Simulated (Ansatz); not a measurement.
# CoH+ (quartet): from Hartree-Fock to the top rungs, def2-QZVPP

An exercise on one series of results from a longer session: the logs are not shown, and one member is left open.

Computed with Ansatz 0.2.0, Gaussian basis. Level: def2-QZVPP, core rule «outside noble gas», up to 9 orbitals frozen.

The runs, in order: UHF; ROHF; CCSD(T) on UHF.

## The system

The geometry is a PBE0/def2-TZVP stationary point (not a proven minimum).

2 atoms, charge 1, spin multiplicity 4.

Atoms are counted from 1 here; the program's logs count them from 0.

Bond lengths: Co1–H2 1.520 Å.

Geometry (Å):

```xyz
2
CoH
Co    0.0000    0.0000    0.0000
H     0.0000    0.0000    1.5196
```

The first run:

Input file in.yaml:

```yaml
crystal:
  periodic: [false, false, false]
  atoms:
    - {symbol: Co, position_ang: [0.000000, 0.000000, 0.000000]}
    - {symbol: H, position_ang: [0.000000, 0.000000, 1.519600]}
basis:
  gaussian: {orbitals: "def2-QZVPP.json"}
total_charge: 1
magnetization: {spin_polarized: true, initial_magnetization: 3}
hamiltonian: {xc: hf}
output: {orbitals: {seedname: orbitals}}
```

The run is started by

```sh
> ansatz run in.yaml --threads 1 --pin off --events-out ev --progress --plain --max-ram 2816MiB --backend cpu
```

Among the steps run: UHF; ROHF; CCSD(T) on UHF.

One of the session's tables, all rows but one given; the rest of the session is left out.

```
  method  from UCCSD(T) (kcal/mol)
    ROHF                         ?
     UHF                   +171.62
    UMP2                    +11.31
   UCCSD                     +5.37
UCCSD(T)                         0
```

Estimate the missing values for ROHF.

The run gave: from UCCSD(T) (kcal/mol): +179.23. In the column «from UCCSD(T) (kcal/mol)» it is the highest.
